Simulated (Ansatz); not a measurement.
# H₇O₃ScSi₂: how energies converge with the basis set

An exercise on one series of results from a longer session: the logs are not shown, and one member is left open.

Program: Ansatz 0.2.0, Gaussian basis. Level of theory: one geometry, several basis sets. These are calculated values, not measurements.

Levels to be run: PBE0-D4/def2-SVP; ωB97M-V/def2-SVP; PBE0-D4/def2-QZVPP; ωB97M-V/def2-QZVPP; the functionals' def2-TZVPP values are taken from earlier runs.

## The geometry

All runs share one geometry, relaxed beforehand with PBE0-D4 in a triple-zeta def2 set.

SMILES `[OH][Sc]([O][SiH3])[O][SiH3]`, 13 atoms, charge 0, spin multiplicity 1.

Atoms are counted from 1 here; the program's logs count them from 0.

Bond lengths: O1–Sc2 1.858 Å, O1–H7 0.952 Å, Sc2–O3 1.895 Å, Sc2–O5 1.895 Å, O3–Si4 1.627 Å, Si4–H8 1.489 Å, Si4–H9 1.490 Å, Si4–H10 1.490 Å, O5–Si6 1.627 Å, Si6–H11 1.490 Å, Si6–H12 1.489 Å, Si6–H13 1.490 Å. Angles: Sc2–O1–H7 179.0°, O1–Sc2–O3 120.8°, O1–Sc2–O5 120.7°, O3–Sc2–O5 118.5°, Sc2–O3–Si4 179.6°, O3–Si4–H8 110.6°, O3–Si4–H9 110.8°, O3–Si4–H10 110.4°, H8–Si4–H9 108.3°, H8–Si4–H10 108.3°, H9–Si4–H10 108.3°, Sc2–O5–Si6 179.3°, O5–Si6–H11 110.5°, O5–Si6–H12 110.8°, O5–Si6–H13 110.6°, H11–Si6–H12 108.3°, H11–Si6–H13 108.4°, H12–Si6–H13 108.2°.

Coordinates:

| atom | x (Å) | y (Å) | z (Å) |
| --- | --- | --- | --- |
| O1 | -0.2391 | 2.5809 | -1.2340 |
| Sc2 | -0.0882 | 0.9120 | -0.4306 |
| O3 | -1.5056 | -0.3418 | -0.5264 |
| Si4 | -2.7230 | -1.4174 | -0.6199 |
| O5 | 1.4897 | 0.4251 | 0.4988 |
| Si6 | 2.8543 | 0.0231 | 1.2887 |
| H7 | -0.3308 | 3.4316 | -1.6520 |
| H8 | -2.9397 | -2.0802 | 0.6962 |
| H9 | -3.9917 | -0.7473 | -1.0201 |
| H10 | -2.4107 | -2.4683 | -1.6283 |
| H11 | 3.9899 | -0.1071 | 0.3335 |
| H12 | 2.6914 | -1.2754 | 1.9996 |
| H13 | 3.2035 | 1.0650 | 2.2945 |

Set-up of the first run:

Contents of in.yaml:

```yaml
crystal:
  periodic: [false, false, false]
  atoms:
    - {symbol: O, position_ang: [-0.239131, 2.580864, -1.233992]}
    - {symbol: Sc, position_ang: [-0.088238, 0.911954, -0.430611]}
    - {symbol: O, position_ang: [-1.505568, -0.341829, -0.526361]}
    - {symbol: Si, position_ang: [-2.723005, -1.417433, -0.619890]}
    - {symbol: O, position_ang: [1.489687, 0.425092, 0.498799]}
    - {symbol: Si, position_ang: [2.854304, 0.023132, 1.288706]}
    - {symbol: H, position_ang: [-0.330786, 3.431564, -1.651963]}
    - {symbol: H, position_ang: [-2.939664, -2.080157, 0.696156]}
    - {symbol: H, position_ang: [-3.991700, -0.747334, -1.020071]}
    - {symbol: H, position_ang: [-2.410691, -2.468269, -1.628319]}
    - {symbol: H, position_ang: [3.989883, -0.107146, 0.333486]}
    - {symbol: H, position_ang: [2.691426, -1.275403, 1.999564]}
    - {symbol: H, position_ang: [3.203462, 1.064964, 2.294497]}
basis:
  gaussian: {orbitals: def2-SVP}
hamiltonian: {xc: pbe0, dispersion: d4}
output: {orbitals: {seedname: orbitals}}
```

Launch:

```sh
> ansatz run in.yaml --threads 8 --pin off --events-out ev --progress --plain --max-ram 20889MiB
```

Among the steps run: PBE0-D4 in def2-SVP; ωB97M-V in def2-SVP; PBE0-D4 in def2-QZVPP; ωB97M-V in def2-QZVPP.

One of the session's tables, all rows but one given; the rest of the session is left out.

It belongs to the step «Density functionals: the series». 

| functional | basis | HOMO (eV) | LUMO (eV) |
| --- | --- | --- | --- |
| PBE0-D4 | def2-SVP | -8.13 | -1.76 |
| PBE0-D4 | def2-TZVPP | -8.32 | -1.94 |
| PBE0-D4 | def2-QZVPP | ? | ? |
| ωB97M-V | def2-SVP | -10.39 | -0.28 |
| ωB97M-V | def2-TZVPP | -10.62 | -0.47 |
| ωB97M-V | def2-QZVPP | -10.63 | -0.50 |

Estimate the missing values for PBE0-D4, def2-QZVPP.

As computed: HOMO (eV): -8.33; LUMO (eV): -1.94. In the column «HOMO (eV)» it lies between ωB97M-V, def2-SVP (-10.39) and PBE0-D4, def2-TZVPP (-8.32).
